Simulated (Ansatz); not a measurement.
# Hf2NbN2: the cost of one run

Method: DFT PBE, scalar-relativistic, plane waves, PAW, in Ansatz 0.2.0.

1 further run of the same task is left out (set aside as unsound or not needed).

## Step 1: The structure to begin with

The structure is tetragonal, space group P4/mmm (No. 123). Conventional cell: a = 3.718 Å, b = 3.718 Å, c = 6.317 Å, α = 90.00°, β = 90.00°, γ = 90.00°. Around Hf (site symmetry mmm) lie 4 N at 2.04 Å. Nb (site symmetry 4/mmm) has 2 N at 2.33 Å in its first shell of neighbours. N (site symmetry 4mm) has 1 N at 1.67 Å and 4 Hf at 2.04 Å and 1 Nb at 2.33 Å in its first shell of neighbours.

As a file:

```
CELL_PARAMETERS angstrom
3.71818 0.00000 0.00000
0.00000 3.71818 0.00000
0.00000 0.00000 6.31701
ATOMIC_POSITIONS crystal
Hf 0.50000 0.00000 0.00000
Hf 0.00000 0.50000 0.00000
Nb 0.50000 0.50000 0.50000
N 0.50000 0.50000 0.86807
N 0.50000 0.50000 0.13193
```

Recipe of the guess: random cell by space group and Wyckoff sites (P4/mmm, No. 123). Lengths come from tabulated atomic sizes and are only a guess.

## Step 2: The guess as it stands, on a coarse mesh

input.yaml

```yaml
crystal:
  lattice:
    - [3.7181793, 0.0, 0.0]
    - [0.0, 3.7181793, 0.0]
    - [0.0, 0.0, 6.31701053]
  atoms:
    - { symbol: Hf, position: [0.5, 0.0, 0.0] }
    - { symbol: Hf, position: [0.0, 0.5, 0.0] }
    - { symbol: Nb, position: [0.5, 0.5, 0.5] }
    - { symbol: "N", position: [0.5, 0.5, 0.8680656] }
    - { symbol: "N", position: [0.5, 0.5, 0.1319344] }
basis:
  ecutwfc: 420
kpoints:
  mp_grid: { grid: [6, 6, 4] }
hamiltonian:
  xc: pbe
scf:
  occupations: { method: gaussian, width: 0.1 }
  lower_state_search: "off"
output:
  forces: true
  stress: true
  eigenvalues: true
```

On the command line:

```bash
$ ansatz run input.yaml --threads 1 --pin off --max-ram 2560MiB --backend cpu --events-out ev --progress --plain --runs-dir out
```

What time and memory should one allow on 1 thread of Intel Xeon at 2.70GHz, shared host?

About 5.9 s, with a peak of 0.43 GiB.
